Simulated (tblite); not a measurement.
# C6H13B3O: the cost of one run

The runs use tblite 0.8.0 and PySCF 2.14.0, with density-fitted response routines of our own; the level of theory stands in each step. All values are computed, except where a source is named. Atoms are numbered from 0 throughout.

## 1. The starting structure

23 atoms, charge 0, multiplicity 1; geometry from: force field or distance geometry start.

Bonds of the start (Å): B0–O1 1.47, O1–B2 1.44, B2–C3 1.58, C3–C4 1.46, C4–C5 1.21, C5–C6 1.48, C3–B7 1.58, B7–C8 1.59, B7–C9 1.61, B0–H10 1.17, B0–H11 1.16, B2–H12 1.20, C3–H13 1.11, C6–H14 1.11, C6–H15 1.10, C6–H16 1.12, C8–H17 1.12, C8–H18 1.09, C8–H19 1.11, C9–H20 1.12, C9–H21 1.11, C9–H22 1.09.

## 2. Geometry optimisation with GFN2-xTB

Job settings and geometry (Å):

```
{"job": {"kind": "relax", "xc": "GFN2-xTB", "basis": "xTB"}, "charge": 0, "multiplicity": 1}
B      3.687500    -1.028600    -0.286600
O      2.535400    -1.700600    -0.905100
B      1.397600    -0.825500    -1.037800
C      0.422500    -0.523800     0.169300
C      0.125100     0.903300     0.285100
C     -0.140700     2.079200     0.364400
C     -0.448300     3.528400     0.454500
B     -0.947600    -1.298600     0.057700
C     -1.883100    -1.196600    -1.221300
C     -1.745100    -1.488300     1.445500
H      3.569800     0.089200     0.042400
H      4.737000    -1.485100    -0.496100
H      1.520800     0.097400    -1.791500
H      0.902700    -0.832300     1.119900
H     -0.823100     3.916200    -0.518100
H     -1.224000     3.663000     1.226500
H      0.492000     4.079200     0.695400
H     -1.881400    -0.138600    -1.599200
H     -1.589000    -1.878800    -2.017800
H     -2.939300    -1.400700    -0.941400
H     -2.836500    -1.647700     1.261600
H     -1.652500    -0.544400     2.022100
H     -1.284500    -2.339200     1.953500
```

The run is started by

```sh
> OMP_NUM_THREADS=1 python probes_run.py task.json out
```

This one command runs all jobs of the session in turn.

**Question.** How long does this first job take on 1 thread of Intel Xeon at 2.50GHz, shared host, and how much memory does it need?

About 5.6 s, with a peak of 0.18 GiB.
